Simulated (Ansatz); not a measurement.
I need an atomisation energy of C₂H₄NSi, SMILES [C]#C[SiH2]N. Use Ansatz's Python interface. Level of theory (for the species named): B3LYP, pcseg-2 basis, multiplicity 2.

```xyz
8

C     2.3517   -1.4383    1.5175
C     1.2601   -0.4478    0.8632
Si   -0.0515    0.6654    0.0514
N    -1.0734   -0.2152   -0.8550
H     0.6077    1.6143   -0.8913
H    -0.8055    1.4134    1.0797
H    -0.6306   -0.7567   -1.5617
H    -1.5664   -0.8922   -0.2596
```

`c2h4nsi_tae.py`
```python
"""Energy to split C2H4NSi into its atoms."""

from collections import Counter

import ansatz as az
from ase import Atoms


def total_energy(molecule, charge=0, unpaired=0):
    calc = (
        molecule.calculation()
        .basis(gaussian="pcseg-2")
        .functional("b3lyp")
    )
    if charge:
        calc = calc.charge(charge)
    if unpaired:
        calc = calc.spin("collinear", total=unpaired)
    return calc.run(threads=1).report["free_energy_ev"]

atoms = Atoms(["C", "C", "Si", "N", "H", "H", "H", "H"], positions=[
    (2.3517, -1.4383, 1.5175),
    (1.2601, -0.4478, 0.8632),
    (-0.0515, 0.6654, 0.0514),
    (-1.0734, -0.2152, -0.855),
    (0.6077, 1.6143, -0.8913),
    (-0.8055, 1.4134, 1.0797),
    (-0.6306, -0.7567, -1.5617),
    (-1.5664, -0.8922, -0.2596),
])
molecule = az.Crystal.molecule_from_ase(atoms)

# unpaired electrons of the ground-state atoms
unpaired = {"C": 2, "Si": 2, "N": 3, "H": 1}
counts = Counter(site.symbol for site in molecule.cartesian_sites)
atom_energy = {s: total_energy(az.Crystal.molecule().atom(s, (0, 0, 0)), 0, unpaired[s]) for s in counts}
whole = total_energy(molecule, 0, 1)
for s, e in atom_energy.items():
    print(f"{s:2s} x{counts[s]}  {e:14.5f} eV")
print(f"C2H4NSi: {whole:.5f} eV")
split = sum(counts[s] * e for s, e in atom_energy.items()) - whole
print(f"atomisation energy (no zero-point term): {23.060548 * split:.1f} kcal/mol, {split / sum(counts.values()):.3f} eV an atom")
```

```console
$ python c2h4nsi_tae.py
C  x2     -1030.19959 eV
Si x1     -7874.96054 eV
N  x1     -1485.83365 eV
H  x4       -13.67026 eV
C2H4NSi: -11502.61039 eV
atomisation energy (no zero-point term): 616.5 kcal/mol, 3.342 eV an atom
```

616.5 kcal/mol from the electronic energies, without the zero-point term.

Total energies depend on the basis set; only differences at equal settings carry meaning. The geometry is a force-field or estimated start, not a minimum of this method, and the basis set is short of its limit. All parts are taken at fixed geometry, without zero-point energy. The run takes the species as open-shell (spin multiplicity 2), which needn't be its ground state. b3lyp holds the VWN-RPA fit, as in Gaussian; the form of ORCA and Turbomole is b3lyp5. Hardware and time: 94 s on 1 thread of AMD EPYC 7571, with other jobs on the host, peak memory 0.63 GiB.
